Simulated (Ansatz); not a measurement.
**InHF (SMILES [F][InH]): UBCCD(T)/STO-3G**

What is the vertical ionisation energy of InHF at UBCCD(T)/STO-3G? 

The results are computed with Ansatz 0.2.0.

65 further runs of the same task are left out: 9 that didn't finish, 56 set aside as unsound or not needed.

## 1. Starting point

InHF: 3 atoms, total charge 0, spin state doublet. SMILES: `[F][InH]`. The coordinates come from a PBE0-D4/def2-TZVP relaxation.

Bond lengths: F1–In2 1.970 Å, In2–H3 1.779 Å. Angles: F1–In2–H3 113.8°.

## 2. A single-point energy at UBCCD(T)/STO-3G

The input, in.yaml:

```yaml
crystal:
  periodic: [false, false, false]
  atoms:
    - {symbol: F, position_ang: [1.088400, 0.989500, 0.694300]}
    - {symbol: In, position_ang: [-0.522500, 0.355100, -0.244800]}
    - {symbol: H, position_ang: [-0.576900, -1.409400, -0.462800]}
basis:
  gaussian: {orbitals: STO-3G}
magnetization: {spin_polarized: true, initial_magnetization: 1}
correlation: {method: bccd_t, frozen_orbitals: {F: 1, H: 0, In: 18}}
accuracy: high
scf: {omitted_lower_state_checks: [cluster_reference, increment]}
```

Run with:

```
ansatz run in.yaml --threads 1 --pin off --max-ram 2610MiB --events-out events.jsonl --progress --plain --runs-dir runs
```

The log of the run, shortened:

```text
Warning: RAYON_NUM_THREADS=1 ignored (pool sized by the plan → 1); use --threads N
Functional definition: HF
  name "HF"
[...]
590 factors; integrals over basis functions are off by at most 4.0e-9 eV
[...]
mean field -157320.88186824 eV, -5781.4357727342 hartree, gradient 2.4e-8 eV, S^2 0.758704; 0 other end points of the search recorded, 0 dependent functions left out
19 core orbitals not correlated: weight in the atoms' cores, before any rotation towards them, 1.000 or more for the frozen orbitals, at most 0.000 for the correlated occupied ones
reference -157320.88186824 eV, -5781.4357727342 hartree; 11, 10 occupied and 3, 4 virtual orbitals, 590 factors
second order -1.15164047 eV of doubles, -0.00000000 eV of singles
cycle   1  -1.25811774 eV  change   -1.1e-1 eV  update   1.0e-1
[...]
cycle  27  -1.49527097 eV  change   -1.6e-9 eV  update   1.7e-9
perturbative correction -0.22658488 eV, -0.0083268407 hartree
Total energy: -157322.60372409 eV, -5781.4990497694 hartree
Checks for a lower state left out: cluster_reference, increment
```

It took 1 s on 1 thread of Arm Neoverse V2, shared host; peak memory 0.11 GiB.

## 3. The singlet cation

The input, job.yaml:

```yaml
crystal:
  periodic: [false, false, false]
  atoms:
    - {symbol: F, position_ang: [1.088400, 0.989500, 0.694300]}
    - {symbol: In, position_ang: [-0.522500, 0.355100, -0.244800]}
    - {symbol: H, position_ang: [-0.576900, -1.409400, -0.462800]}
basis:
  gaussian: {orbitals: STO-3G}
correlation: {method: bccd_t, frozen_orbitals: {F: 1, H: 0, In: 18}}
scf: {omitted_lower_state_checks: [cluster_reference, increment]}
accuracy: high
total_charge: 1
```

Run with:

```
ansatz run job.yaml --threads 1 --pin off --max-ram 2610MiB --events-out events.jsonl --progress --plain --runs-dir runs
```

The log of the run, shortened:

```text
Warning: RAYON_NUM_THREADS=1 ignored (pool sized by the plan → 1); use --threads N
[... 2 set-up lines as earlier in the session ...]
[...]
590 factors; integrals over basis functions are off by at most 4.0e-9 eV
[...]
mean field -157316.18937595 eV, -5781.2633268233 hartree, gradient 1.2e-8 eV, S^2 0.000000; 0 other end points of the search recorded, 0 dependent functions left out; unrestricted orbitals would lower it
19 core orbitals not correlated: weight in the atoms' cores, before any rotation towards them, 1.000 or more for the frozen orbitals, at most 0.000 for the correlated occupied ones
reference -157316.18937595 eV, -5781.2633268233 hartree; 10, 10 occupied and 4, 4 virtual orbitals, 590 factors
second order -1.68037666 eV of doubles, -0.00000000 eV of singles
cycle   1  -1.61115280 eV  change    6.9e-2 eV  update   1.6e-1
[...]
cycle  30  -2.10014677 eV  change    1.2e-9 eV  update   1.3e-9
perturbative correction -0.39406453 eV, -0.0144816042 hartree
Total energy: -157318.68358724 eV, -5781.3549873976 hartree
Checks for a lower state left out: cluster_reference, increment
```

Wall time 0.67 s (1 thread of Arm Neoverse V2, shared host).

## 4. Results

Level: UBCCD(T)/STO-3G, 19 core orbitals frozen.

| quantity | value |
| --- | --- |
| doublet InHF: total energy | -5781.49905 Eh |
| doublet InHF: correlation energy (19 core orbitals frozen) | -63.3 mEh |
| doublet InHF: (T) correction | -8.33 mEh |
| doublet InHF: ⟨S²⟩ of the reference determinant | 0.759 |
| singlet cation: total energy | -5781.35499 Eh |
| singlet cation: correlation energy (19 core orbitals frozen) | -91.7 mEh |
| singlet cation: (T) correction | -14.48 mEh |
| vertical ionisation energy (to the singlet cation) | 3.920 eV |

What this shows: The vertical ionisation energy comes to 3.92 eV (378 kJ/mol). Only the singlet of the ionised species was computed; a triplet could lie lower. In a minimal basis such a difference can be off by several eV, whatever the method. The triples (doublet InHF) make up 13.2 % of the correlation energy. Relativity is left out (doublet InHF) although the molecule holds a heavy atom. The restricted solution (singlet cation) is unstable to spin breaking: an unrestricted one lies lower.
